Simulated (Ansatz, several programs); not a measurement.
An ordered 8-atom cell of Mg4Se3O on the zincblende lattice (I-42m), relaxed with PBE in Ansatz (plane waves, PAW): the symmetry is I-42m (No. 121, tetragonal); conventional cell a = 5.680 Å, c = 10.991 Å, 22.16 Å³ an atom. O has 4 Mg at 2.05 Å; Mg has 1 O at 2.05 Å and 3 Se at 2.57–2.63 Å; Se has 4 Mg at 2.57 Å; Se has 4 Mg at 2.63 Å. The cell was then scaled with its shape and fractional coordinates held, which makes it stiffer than a relaxed compression. Computed, not measured; no magnetism was allowed, and whether the structure is a known phase isn't checked.

```csv
V (Å³/atom),E (meV/atom)
20.830,15.87
22.160,0.00
22.825,3.27
23.490,12.62
```

(1) Pass a cubic E = c₀ + c₁u + c₂u² + c₃u³, with u = V − 22.326 Å³, through these points.

(2) Where is the minimum, and what bulk modulus follows?

(3) Predict the energy and the pressure at the withheld volume, 21.495 Å³.

## Answers

(1) c₀ = 0.19, c₁ = +2.448, c₂ = 7.759, c₃ = -0.5908 (meV and Å³).

(2) dE/du = 0 at u = -0.155, so V₀ = 22.17 Å³. B = V₀ d²E/dV² = 22.17 × (2c₂ + 6c₃u) = 22.17 × 16.067 = 356 meV/Å³, and 1 meV/Å³ is 0.16022 GPa: 57 GPa. A third-order Birch-Murnaghan fit to all five points gives 22.17 Å³ and 57 GPa.

(3) With u = -0.831: E ≈ 3.85 meV and P = −dE/dV ≈ +1.87 GPa. The run gives 3.81 meV and, from its stress, +1.86 GPa.
